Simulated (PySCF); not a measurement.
# C5H11NS: magnetic properties

Aim: compute the magnetic properties of C5H11NS (`[H]/N=C/CSCCC`).

Computed with PySCF 2.14.0 and routines of our own; the level stands in each step. Atoms count from 0.

## 1. The starting structure

18 atoms, charge 0, multiplicity 1; geometry from: GFN2-xTB.

## 2. Magnetic properties: GIAO B97-2/pcSseg-1

The job: settings as JSON, then the geometry in Å.

```
{"job": {"kind": "mag", "xc": "B97-2", "basis": "pcSseg-1", "isotopologues": 2}, "charge": 0, "multiplicity": 1}
C     -2.556556     0.537557     0.228343
C     -1.523335    -0.548403    -0.045936
C     -0.545528    -0.103080    -1.121121
S      0.726524    -1.357514    -1.469647
C      1.905682    -0.984471    -0.111880
C      2.549026     0.301755    -0.468553
N      2.107182     1.372578     0.021112
H     -3.247522     0.216451     1.003728
H     -2.065897     1.450281     0.558945
H     -3.126369     0.759845    -0.671252
H     -2.020258    -1.465880    -0.368350
H     -0.978817    -0.767538     0.874974
H     -1.058827     0.062285    -2.068079
H     -0.020265     0.808520    -0.827867
H      1.347426    -0.917649     0.819093
H      2.608530    -1.813814    -0.094137
H      3.341352     0.228702    -1.224613
H      2.548893     2.226694    -0.311173
```

Level: GIAO B97-2/pcSseg-1 magnetisability, rotational g tensor and spin-rotation constants, non-relativistic, gas phase.

Launch:

```console
> OMP_NUM_THREADS=1 python excited_run.py task.json out
```

The driver reads the jobs from task.json and runs them one after another.

Log:

```text
coarse grid: 14936 points
cycle   1  E = -649.8783843375  dE =  6.068e-01  |g| = 4.574e-01  |ddm| = 3.684e+00
cycle   2  E = -649.8246533292  dE =  5.373e-02  |g| = 6.773e-01  |ddm| = 1.062e+00
cycle   3  E = -649.9283443578  dE = -1.037e-01  |g| = 1.316e-01  |ddm| = 6.731e-01
cycle   4  E = -649.9324332528  dE = -4.089e-03  |g| = 3.288e-02  |ddm| = 1.367e-01
cycle   5  E = -649.9326645602  dE = -2.313e-04  |g| = 8.983e-03  |ddm| = 3.260e-02
cycle   6  E = -649.9326852332  dE = -2.067e-05  |g| = 2.811e-03  |ddm| = 1.496e-02
cycle   7  E = -649.9326869924  dE = -1.759e-06  |g| = 5.813e-04  |ddm| = 3.158e-03
final grid: 137872 points
cycle   8  E = -649.9662054942  dE = -7.089e-05  |g| = 3.282e-03  |ddm| = 2.924e-02
cycle   9  E = -649.9662056394  dE = -1.452e-07  |g| = 2.446e-03  |ddm| = 4.607e-03
cycle  10  E = -649.9662068477  dE = -1.208e-06  |g| = 6.655e-04  |ddm| = 2.649e-03
cycle  11  E = -649.9662069515  dE = -1.038e-07  |g| = 1.795e-04  |ddm| = 6.612e-04
cycle  12  E = -649.9662069574  dE = -5.908e-09  |g| = 9.069e-05  |ddm| = 2.174e-04
cycle  13  E = -649.9662069591  dE = -1.705e-09  |g| = 2.445e-05  |ddm| = 8.350e-05
cycle  14  E = -649.9662069593  dE = -1.478e-10  |g| = 4.637e-06  |ddm| = 2.380e-05
converged SCF energy = -649.9662069593

Magnetisability tensor (1e-30 J/T^2)
    -1392.08       60.27      -46.73
       60.27    -1271.16        0.65
      -46.73        0.65    -1398.78
isotropic -1354.00   principal values   -1452.85  -1364.99  -1244.18
isotropic susceptibility -81.540 1e-6 cm^3/mol

Inertial axes            a          b          c
rot. const./GHz      3.0093     1.3263     1.0354
chi total           -83.412    -78.203    -83.006
chi diamagnetic    -506.793  -1049.799  -1286.061
chi paramagnetic    423.381    971.596   1203.055
quadrupole/D A        8.186     -8.343      0.157
g nuclear            0.5825     0.6011     0.5818
g electronic        -0.5986    -0.6054    -0.5852
g total             -0.0161    -0.0043    -0.0034

Spin-rotation constants (kHz, H = +C I.J)
atom  isotope        aa         bb         cc
  6    14N        0.389      0.326      0.144
  7     1H       -0.134     -0.148     -0.040
  8     1H       -0.264     -0.001     -0.116
  9     1H       -0.251     -0.143     -0.011
 10     1H       -0.244     -0.000     -0.111
 11     1H       -0.242     -0.142      0.001
 12     1H       -0.259     -0.128     -0.006
 13     1H       -0.201      0.005     -0.112
 14     1H       -0.152     -0.111     -0.042
 15     1H       -0.158     -0.064     -0.080
 16     1H        0.072     -0.091     -0.039
 17     1H       -0.216      0.023     -0.007
  0    13C*       0.410      0.182      0.149
  1    13C*       0.481      0.200      0.169
  2    13C*       0.489      0.233      0.172
  3    33S*       0.637      0.360      0.273
  4    13C*       0.538      0.225      0.184
  5    13C*       1.158      0.480      0.354
* in the singly substituted isotopologue

Isotopologues: g along a, b, c
2H    at 7,8,9,10,11,12    -0.0139    -0.0038    -0.0028
13C   at 0                 -0.0159    -0.0042    -0.0034
```

Wall time 65 s (1 thread of Arm Neoverse N1, shared host); peak memory 0.81 GiB.

Key values:

```csv
quantity,value
magnetisability,-1354·10⁻³⁰ J/T²
molar susceptibility,-81.5·10⁻⁶ cm³/mol
"rotational g (a, b, c)","-0.0161, -0.0043, -0.0034"
```

Orbitals, density, ELF and potential are computed afterwards from the orbital file.

Frontier orbitals at B97-2/pcSseg-1, with the share of their density that lies nearest to each atom:

```csv
orbital,energy (eV),lies on
HOMO,-6.21,S3 73 %
LUMO,-0.41,C5 33 %; N6 30 %; S3 14 %
```

ELF in a plane through or near 7 of the atoms.

Ten even steps from '0' (0.00) to '9' (1.00):
```
0000000000000000000000000000
0000000000000000000000000000
0000000000000000000000000000
0000000000000000000000000000
0000002630012300001100000000
0000039995013410069940000000
0000049997323300279960000000
0000004882452002578720000000
0000000455251005514411100000
0000134698520014528856520000
0000257115200122368327520000
0000135577630351037425200000
0000001662871140079972100000
0000002886883000099970000000
0000006998542000069840000000
0000006997100000001100000000
0000001873000000000000000000
0000000000000000000000000000
0000000000000000000000000000
0000000000000000000000000000
```
The map spans 12.0 Å across and 9.8 Å up, centred on the molecule. Atoms in the plane (x, y in Å): C0 (2.6, -0.5), C1 (1.5, 0.6), C4 (-1.9, 0.9), C5 (-2.5, -0.4), N6 (-2.0, -1.4), H15 (-2.6, 1.7), H17 (-2.5, -2.3).

log10 of the density (e/Å³) in the same plane.

Ten even steps from ' ' (-4.0) to '@' (1.3):
```
                                                        
                                                        
                    ........                            
            ..::::::::----::::::..........              
          ::--======--====--------------::..            
        ..--==****++++++++========++++====::..          
        ::==++######****++++====++****++==--..          
      ..::==++####%%####**++++**######**++----::..      
      ::--==++**##@@####**++++**##%%##**++++==--::..    
    ..::==++**########**++++****##########**++==--..    
    ..--==++**%%%%##**++++++++****####%%%%##**==--::    
    ..::==++**##%%%%##++++++++++++**##%%%%**++==--..    
    ..::--==++##%%%%##**++++++====**######**==--::..    
      ..::--++##%%%%##**++==----==++****++==--::..      
        ::--++##%%##**++==--::::--==++++==--::..        
        ..::==++**++==----::......::----::::..          
          ..--======--::..        ........              
            ....::....                                  
                                                        
                                                        
```
The map spans 12.0 Å across and 9.8 Å up, centred on the molecule. Atoms in the plane (x, y in Å): C0 (2.6, -0.5), C1 (1.5, 0.6), C4 (-1.9, 0.9), C5 (-2.5, -0.4), N6 (-2.0, -1.4), H15 (-2.6, 1.7), H17 (-2.5, -2.3).

On the surface of density 0.002 e/bohr³ the electrostatic potential runs, from the 1st to the 99th percentile, from -1.47 V near N6 to 1.29 V near H17.

## 3. Magnetic properties: GIAO LDA/pcSseg-0

Settings changed since step 2:

```diff
@@ -1,2 +1,2 @@
-{"job": {"kind": "mag", "xc": "B97-2", "basis": "pcSseg-1", "isotopologues": 2}, "charge": 0, "multiplicity": 1}
+{"job": {"kind": "mag", "xc": "LDA", "basis": "pcSseg-0", "scf": {"aux": "def2-universal-jkfit"}}, "charge": 0, "multiplicity": 1}
 C     -2.556556     0.537557     0.228343
```

Method: GIAO LDA/pcSseg-0 magnetisability, rotational g tensor and spin-rotation constants, non-relativistic, gas phase.

Log:

```text
final grid: 137872 points
cycle   1  E = -645.3467909774  dE =  3.978e-01  |g| = 5.125e-01  |ddm| = 4.284e+00
cycle   2  E = -645.1941662045  dE =  1.526e-01  |g| = 9.441e-01  |ddm| = 2.068e+00
cycle   3  E = -645.4001711963  dE = -2.060e-01  |g| = 2.607e-01  |ddm| = 1.463e+00
cycle   4  E = -645.4171008779  dE = -1.693e-02  |g| = 4.316e-02  |ddm| = 3.377e-01
cycle   5  E = -645.4174482282  dE = -3.474e-04  |g| = 2.085e-02  |ddm| = 1.106e-01
cycle   6  E = -645.4175703977  dE = -1.222e-04  |g| = 3.426e-03  |ddm| = 4.199e-02
cycle   7  E = -645.4175727686  dE = -2.371e-06  |g| = 1.546e-03  |ddm| = 5.364e-03
cycle   8  E = -645.4175734089  dE = -6.403e-07  |g| = 1.467e-04  |ddm| = 2.686e-03
cycle   9  E = -645.4175734153  dE = -6.375e-09  |g| = 6.265e-05  |ddm| = 3.867e-04
cycle  10  E = -645.4175734161  dE = -8.761e-10  |g| = 2.050e-05  |ddm| = 1.060e-04
converged SCF energy = -645.4175734161

Magnetisability tensor (1e-30 J/T^2)
    -1441.75       51.34      -32.21
       51.34    -1316.11       11.32
      -32.21       11.32    -1457.74
isotropic -1405.20   principal values   -1493.06  -1424.73  -1297.80
isotropic susceptibility -84.623 1e-6 cm^3/mol

Inertial axes            a          b          c
rot. const./GHz      3.0093     1.3263     1.0354
chi total           -86.551    -80.570    -86.748
chi diamagnetic    -507.786  -1050.131  -1286.468
chi paramagnetic    421.235    969.561   1199.720
quadrupole/D A        8.893     -8.760     -0.133
g nuclear            0.5825     0.6011     0.5818
g electronic        -0.5955    -0.6041    -0.5836
g total             -0.0131    -0.0030    -0.0018

Spin-rotation constants (kHz, H = +C I.J)
atom  isotope        aa         bb         cc
  6    14N        0.393      0.387      0.146
  7     1H       -0.166     -0.161     -0.050
  8     1H       -0.293     -0.013     -0.124
  9     1H       -0.281     -0.157     -0.019
 10     1H       -0.277     -0.013     -0.120
 11     1H       -0.274     -0.155     -0.009
 12     1H       -0.291     -0.143     -0.015
 13     1H       -0.234     -0.011     -0.121
 14     1H       -0.186     -0.122     -0.051
 15     1H       -0.179     -0.080     -0.087
 16     1H        0.026     -0.085     -0.049
 17     1H       -0.268      0.037     -0.025
  0    13C*       0.368      0.166      0.137
  1    13C*       0.436      0.181      0.152
  2    13C*       0.456      0.225      0.164
  3    33S*       0.638      0.336      0.283
  4    13C*       0.523      0.213      0.178
  5    13C*       1.129      0.508      0.344
* in the singly substituted isotopologue
```

Wall time 15 s (1 thread of Arm Neoverse N1, shared host); peak memory 0.47 GiB.

From this job:

```csv
quantity,value
magnetisability,-1405·10⁻³⁰ J/T²
molar susceptibility,-84.6·10⁻⁶ cm³/mol
"rotational g (a, b, c)","-0.0131, -0.0030, -0.0018"
```

## 4. The levels compared

```csv
level,ξ (10⁻³⁰ J/T²),g(a),g(b),gap (eV),functions,time
GIAO B97-2/pcSseg-1,-1354,-0.0161,-0.0043,5.80,181,65 s
GIAO LDA/pcSseg-0,-1405,-0.0131,-0.0030,3.70,89,15 s
```

## 5. Outcome

```
                                            quantity                      value
       magnetisability (step 2, GIAO B97-2/pcSseg-1)           -1354·10⁻³⁰ J/T²
  molar susceptibility (step 2, GIAO B97-2/pcSseg-1)         -81.5·10⁻⁶ cm³/mol
rotational g (a, b, c) (step 2, GIAO B97-2/pcSseg-1)  -0.0161, -0.0043, -0.0034
               surface potential, 1st and 99th percentile         -1.47 V and 1.29 V
                     magnetisability over the levels  -1405 to -1354·10⁻³⁰ J/T²
```

At B97-2/pcSseg-1, counted by nearest atom on the grid, the HOMO lies on S3 73 %, the LUMO on C5 33 %; N6 30 %. The magnetisability spreads by 3.7 % over 2 levels, from GIAO LDA/pcSseg-0 (15 s) to GIAO B97-2/pcSseg-1 (65 s); the runs took 15 s to 65 s. Two levels can agree by chance, so this spread shows no convergence. Vibrational averaging and real surroundings are missing from these values.
